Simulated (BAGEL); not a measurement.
# A workflow on GeSiH6O (SMILES [SiH3][O][GeH3])

Wanted: a series of 15 runs (B3LYP/def2-SVP, RI-MP2/def2-SVP) of GeH6OSi. 

The results are computed with BAGEL 1.2.2.

1 further run of the same task is left out (set aside as unsound or not needed).

## 1. The structure to begin with

GeSiH6O: 9 atoms, total charge 0, spin state singlet. SMILES: `[SiH3][O][GeH3]`. One bond was lengthened or shortened from a relaxed shape.

Bond lengths: Si1–O2 1.633 Å, O2–Ge3 1.776 Å, Si1–H4 1.490 Å, Si1–H5 1.484 Å, Si1–H6 1.490 Å, Ge3–H7 1.532 Å, Ge3–H8 1.307 Å, Ge3–H9 1.538 Å. Some angles: Si1–O2–Ge3 134.7°, O2–Si1–H4 111.0°, O2–Si1–H5 108.2°, O2–Si1–H6 111.0°, O2–Ge3–H7 105.5°, O2–Ge3–H8 108.4°, O2–Ge3–H9 108.4°, H4–Si1–H5 109.4°, H4–Si1–H6 107.8°, H5–Si1–H6 109.4°.

## 2. A single-point energy at B3LYP/def2-SVP (density fitting with svp-jkfit) (run 1)

The input, input.json:

```json
{ "bagel": [

{
  "title": "molecule",
  "basis": "svp",
  "df_basis": "svp-jkfit",
  "angstrom": false,
  "geometry": [
    { "atom": "Si", "xyz": [ -1.53232411,  1.60339293, -1.85549563 ] },
    { "atom": "O", "xyz": [  0.88520252,  0.03265258, -0.75567502 ] },
    { "atom": "Ge", "xyz": [  1.29546206, -2.33215069,  1.58966407 ] },
    { "atom": "H", "xyz": [ -3.44264825, -0.13496613, -2.97629219 ] },
    { "atom": "H", "xyz": [ -0.60484653,  3.36405076, -3.83082634 ] },
    { "atom": "H", "xyz": [ -2.79655089,  3.07303294,  0.18673140 ] },
    { "atom": "H", "xyz": [  4.13194097, -2.91059586,  1.61857688 ] },
    { "atom": "H", "xyz": [ -0.03552685, -4.30952043,  0.94183950 ] },
    { "atom": "H", "xyz": [  0.38744866, -1.26426646,  4.13512516 ] }
  ]
},
{
  "title": "ks",
  "xc_func": "b3lyp"
},
{
  "title": "print",
  "file": "orbitals.molden",
  "orbitals": true
}

]}
```

The run is started by

```bash
$ BAGEL_NUM_THREADS=1 BAGEL input.json > input.out
```

Standard output:

```text
* using 1 threads per process

  ===============================================================
  ===============================================================

  *** Geometry ***

  { "atom" : "Si", "xyz" : [     -1.532324,      1.603393,     -1.855496 ] },
  { "atom" : "O", "xyz" : [      0.885203,      0.032653,     -0.755675 ] },
  { "atom" : "Ge", "xyz" : [      1.295462,     -2.332151,      1.589664 ] },
[... 5 lines of this table left out ...]
  { "atom" : "H", "xyz" : [      0.387449,     -1.264266,      4.135125 ] },

  Number of auxiliary basis functions:      579

  Since a DF basis is specified, we compute 2- and 3-index integrals:
    o Being stored without compression. Storage requirement is 0.041 GB

  Number of basis functions:       94
  Number of electrons      :       60

    * METHOD: MOLECULE                             0.36

  *** Kohn-Sham DFT ***

    * Removing 14804 points whose weight is below 1.00e-10
    * Grid points: 119350

  === Nuclear Repulsion ===
   269.1597566301

       - DIIS with orbital gradients will be used.

  === KS iteration (b3lyp / svp) ===
      0      -2363.46026800          0.09359480           0.55
      1      -2101.16407489          0.17933863           0.53
      2      -2219.28701478          0.10642765           0.55
[... 24 lines of this table left out ...]
     27      -2444.99582537          0.00000001           0.56
    * SCF iteration converged.

    * Permanent dipole moment:
           (    0.076187,     0.461529,    -0.341357) a.u.

    * METHOD: KS                                  16.03

    * METHOD: PRINT                                0.02

  ===============================================================
```

Wall time 17 s (1 thread of Arm Neoverse V1, shared host); peak memory 0.56 GiB.

## 3. Bond 8-3 at 1.538 A: the energy at RI-MP2/def2-SVP (density fitting with svp-jkfit) (run 2)

The input, input.json:

```json
{ "bagel": [

{
  "title": "molecule",
  "basis": "svp",
  "df_basis": "svp-jkfit",
  "geometry": [
    { "atom": "Si", "xyz": [    -1.29750863,     1.95224204,    -1.74120499 ] },
    { "atom": "O", "xyz": [     1.12001800,     0.38150169,    -0.64138439 ] },
    { "atom": "Ge", "xyz": [     1.53027754,    -1.98330158,     1.70395471 ] },
    { "atom": "H", "xyz": [    -3.20783277,     0.21388298,    -2.86200155 ] },
    { "atom": "H", "xyz": [    -0.37003105,     3.71289987,    -3.71653571 ] },
    { "atom": "H", "xyz": [    -2.56173541,     3.42188205,     0.30102203 ] },
    { "atom": "H", "xyz": [     4.36675645,    -2.56174675,     1.73286752 ] },
    { "atom": "H", "xyz": [    -0.03552685,    -4.30952043,     0.94183950 ] },
    { "atom": "H", "xyz": [     0.62226414,    -0.91541735,     4.24941580 ] }
  ]
},

{ "title": "hf" },

{ "title": "mp2", "ncore": 15 }

]}
```

The run is started by

```bash
$ BAGEL_NUM_THREADS=1 BAGEL input.json > input.out
```

Standard output:

```text
* using 1 threads per process

  ===============================================================
  ===============================================================

  *** Geometry ***

  { "atom" : "Si", "xyz" : [     -1.297509,      1.952242,     -1.741205 ] },
  { "atom" : "O", "xyz" : [      1.120018,      0.381502,     -0.641384 ] },
  { "atom" : "Ge", "xyz" : [      1.530278,     -1.983302,      1.703955 ] },
[... 5 lines of this table left out ...]
  { "atom" : "H", "xyz" : [      0.622264,     -0.915417,      4.249416 ] },

[... 23 lines left out ...]
    * SCF iteration converged.
[... 1 line left out ...]
    * Permanent dipole moment:
[... 2 lines left out ...]
    * METHOD: HF                                   1.72

  *** RHF ***

  === Nuclear Repulsion ===
   267.0007971503

      * DIIS with orbital gradients will be used.

  === RHF iteration (svp) ===
      0      -2442.28938067          0.00000000           0.12
    * SCF iteration converged.

    * Permanent dipole moment:
           (    0.060574,     0.382064,    -0.406441) a.u.

  === DF-MP2 calculation ===

    * freezing 15 orbitals
    * 3-index integral transformation done
    * assembly done

      MP2 correlation energy:   -0.5217495896      0.06

      MP2 total energy:       -2442.8111302603

    * METHOD: MP2                                  0.32

  ===============================================================
```

Run time: 2.6 s. Hardware: 1 thread of Arm Neoverse V1, shared host; peak memory 0.16 GiB.

Runs 3 to 10 aren't shown in full; the table further down has their settings and results.

## 4. Bond 8-3 at 2.922 A: the energy at B3LYP/def2-SVP (density fitting with svp-jkfit) (run 11)

The input, calc.json:

```json
{ "bagel": [

{
  "title": "molecule",
  "basis": "svp",
  "df_basis": "svp-jkfit",
  "geometry": [
    { "atom": "Si", "xyz": [     0.11178675,     4.04594521,    -1.05526653 ] },
    { "atom": "O", "xyz": [     2.52931338,     2.47520485,     0.04455407 ] },
    { "atom": "Ge", "xyz": [     2.93957292,     0.11040158,     2.38989317 ] },
    { "atom": "H", "xyz": [    -1.79853739,     2.30758614,    -2.17606310 ] },
    { "atom": "H", "xyz": [     1.03926433,     5.80660304,    -3.03059725 ] },
    { "atom": "H", "xyz": [    -1.15244003,     5.51558521,     0.98696049 ] },
    { "atom": "H", "xyz": [     5.77605183,    -0.46804359,     2.41880598 ] },
    { "atom": "H", "xyz": [    -0.03552685,    -4.30952043,     0.94183950 ] },
    { "atom": "H", "xyz": [     2.03155952,     1.17828581,     4.93535426 ] }
  ]
},

{
  "title": "ks",
  "xc_func": "b3lyp"
},

{
  "title": "print",
  "file": "orbitals.molden",
  "orbitals": true
}

]}
```

The run is started by

```bash
$ BAGEL_NUM_THREADS=1 BAGEL calc.json > calc.out
```

Standard output:

```text
* using 1 threads per process

  ===============================================================
  ===============================================================

  *** Geometry ***

  { "atom" : "Si", "xyz" : [      0.111787,      4.045945,     -1.055267 ] },
  { "atom" : "O", "xyz" : [      2.529313,      2.475205,      0.044554 ] },
  { "atom" : "Ge", "xyz" : [      2.939573,      0.110402,      2.389893 ] },
[... 5 lines of this table left out ...]
  { "atom" : "H", "xyz" : [      2.031560,      1.178286,      4.935354 ] },

  Number of auxiliary basis functions:      579

  Since a DF basis is specified, we compute 2- and 3-index integrals:
    o Being stored without compression. Storage requirement is 0.041 GB

  Number of basis functions:       94
  Number of electrons      :       60

    * METHOD: MOLECULE                             0.39

  *** Kohn-Sham DFT ***

    * Removing 13796 points whose weight is below 1.00e-10
    * Grid points: 120358

  === Nuclear Repulsion ===
   260.7243872825

       - DIIS with orbital gradients will be used.

  === KS iteration (b3lyp / svp) ===
      0      -2367.93255197          0.12999739           0.53
      1      -2098.24546104          0.17089060           0.53
      2      -2220.56831576          0.09671739           0.55
[... 96 lines of this table left out ...]
     99      -2315.38923065          0.14569318           0.54
    * Max iteration reached in SCF.

    * Permanent dipole moment:
           (  -42.468755,    72.254718,   -59.472003) a.u.

    * METHOD: KS                                  54.43

    * METHOD: PRINT                                0.02

  ===============================================================
```

Run time: 55 s. Hardware: 1 thread of Arm Neoverse V1, shared host; peak memory 0.56 GiB.

The run stopped without converging.

Runs 12 to 14 aren't shown in full; the table further down has their settings and results.

## 5. Bond 8-3 at 4.306 A: a single-point energy at B3LYP/def2-SVP (density fitting with svp-jkfit) (run 15)

The input, input.json:

```json
{ "bagel": [

{
  "title": "molecule",
  "basis": "svp",
  "df_basis": "svp-jkfit",
  "angstrom": false,
  "geometry": [
    { "atom": "Si", "xyz": [  1.52098009,  6.13949719, -0.36937721 ] },
    { "atom": "O", "xyz": [  3.93850672,  4.56875684,  0.73044340 ] },
    { "atom": "Ge", "xyz": [  4.34876626,  2.20395356,  3.07578249 ] },
    { "atom": "H", "xyz": [ -0.38934405,  4.40113813, -1.49017377 ] },
    { "atom": "H", "xyz": [  2.44845767,  7.90015502, -2.34470792 ] },
    { "atom": "H", "xyz": [  0.25675331,  7.60913720,  1.67284982 ] },
    { "atom": "H", "xyz": [  7.18524517,  1.62550840,  3.10469530 ] },
    { "atom": "H", "xyz": [ -0.03552685, -4.30952043,  0.94183950 ] },
    { "atom": "H", "xyz": [  3.44075286,  3.27183780,  5.62124358 ] }
  ]
},
{
  "title": "ks",
  "xc_func": "b3lyp"
},
{
  "title": "print",
  "file": "orbitals.molden",
  "orbitals": true
}

]}
```

The run is started by

```bash
$ BAGEL_NUM_THREADS=1 BAGEL input.json > input.out
```

Standard output:

```text
* using 1 threads per process

  ===============================================================
  ===============================================================

  *** Geometry ***

  { "atom" : "Si", "xyz" : [      1.520980,      6.139497,     -0.369377 ] },
  { "atom" : "O", "xyz" : [      3.938507,      4.568757,      0.730443 ] },
  { "atom" : "Ge", "xyz" : [      4.348766,      2.203954,      3.075782 ] },
[... 5 lines of this table left out ...]
  { "atom" : "H", "xyz" : [      3.440753,      3.271838,      5.621244 ] },

  Number of auxiliary basis functions:      579

  Since a DF basis is specified, we compute 2- and 3-index integrals:
    o Being stored without compression. Storage requirement is 0.041 GB

  Number of basis functions:       94
  Number of electrons      :       60

    * METHOD: MOLECULE                             0.37

  *** Kohn-Sham DFT ***

    * Removing 13356 points whose weight is below 1.00e-10
    * Grid points: 120798

  === Nuclear Repulsion ===
   258.1485158011

       - DIIS with orbital gradients will be used.

  === KS iteration (b3lyp / svp) ===
      0      -2371.48428492          0.10339752           0.54
      1      -2096.32668292          0.17167305           0.52
      2      -2221.39414786          0.11049997           0.53
[... 29 lines of this table left out ...]
     32      -2444.83490702          0.00000000           0.55
    * SCF iteration converged.

    * Permanent dipole moment:
           (   -0.563686,    -0.866955,    -0.545745) a.u.

    * METHOD: KS                                  18.29

    * METHOD: PRINT                                0.02

  ===============================================================
```

Wall time 19 s (1 thread of Arm Neoverse V1, shared host); peak memory 0.57 GiB.

## 6. Overview of the runs

```
run                                             level  frozen core orbitals              partner    energy (Eh)  wall time
  1   B3LYP/def2-SVP (density fitting with svp-jkfit)                     –  bond 8-3 at 1.307 A   -2444.995825       17 s
  2  RI-MP2/def2-SVP (density fitting with svp-jkfit)                    15  bond 8-3 at 1.538 A   -2442.811130      2.6 s
  3   B3LYP/def2-SVP (density fitting with svp-jkfit)                     –  bond 8-3 at 1.538 A  not converged       53 s
  4  RI-MP2/def2-SVP (density fitting with svp-jkfit)                    15  bond 8-3 at 1.768 A   -2442.797002      2.5 s
  5   B3LYP/def2-SVP (density fitting with svp-jkfit)                     –  bond 8-3 at 1.768 A   -2445.009156       16 s
  6  RI-MP2/def2-SVP (density fitting with svp-jkfit)                    15  bond 8-3 at 2.076 A   -2442.760731      2.6 s
  7   B3LYP/def2-SVP (density fitting with svp-jkfit)                     –  bond 8-3 at 2.076 A   -2444.977134       21 s
  8  RI-MP2/def2-SVP (density fitting with svp-jkfit)                    15  bond 8-3 at 2.460 A   -2442.714279      2.7 s
  9   B3LYP/def2-SVP (density fitting with svp-jkfit)                     –  bond 8-3 at 2.460 A  not converged       55 s
 10  RI-MP2/def2-SVP (density fitting with svp-jkfit)                    15  bond 8-3 at 2.922 A   -2442.670213      2.9 s
 11   B3LYP/def2-SVP (density fitting with svp-jkfit)                     –  bond 8-3 at 2.922 A  not converged       55 s
 12  RI-MP2/def2-SVP (density fitting with svp-jkfit)                    15  bond 8-3 at 3.537 A   -2442.634088      2.9 s
 13   B3LYP/def2-SVP (density fitting with svp-jkfit)                     –  bond 8-3 at 3.537 A   -2444.859534       18 s
 14  RI-MP2/def2-SVP (density fitting with svp-jkfit)                    15  bond 8-3 at 4.306 A   -2442.619981        3 s
 15   B3LYP/def2-SVP (density fitting with svp-jkfit)                     –  bond 8-3 at 4.306 A   -2444.834907       19 s
```

## 7. Results

| quantity | value |
| --- | --- |
| bond 8-3 at 4.306 A, run 15: total energy | -2444.83491 Eh |
| bond 8-3 at 4.306 A, run 15: dipole moment | 2.97 D |
| bond 8-3 at 4.306 A, run 15: HOMO energy | -5.85 eV |
| bond 8-3 at 4.306 A, run 15: LUMO energy | -4.70 eV |
| bond 8-3 at 4.306 A, run 15: HOMO–LUMO gap | 1.15 eV |

In words: In runs 10, 12, 13, 14, 15 a closed-shell determinant meets a far-stretched bond, which it describes badly. All runs together took 4.6 min, the longest 55 s. 3 of the 15 runs did not end normally.
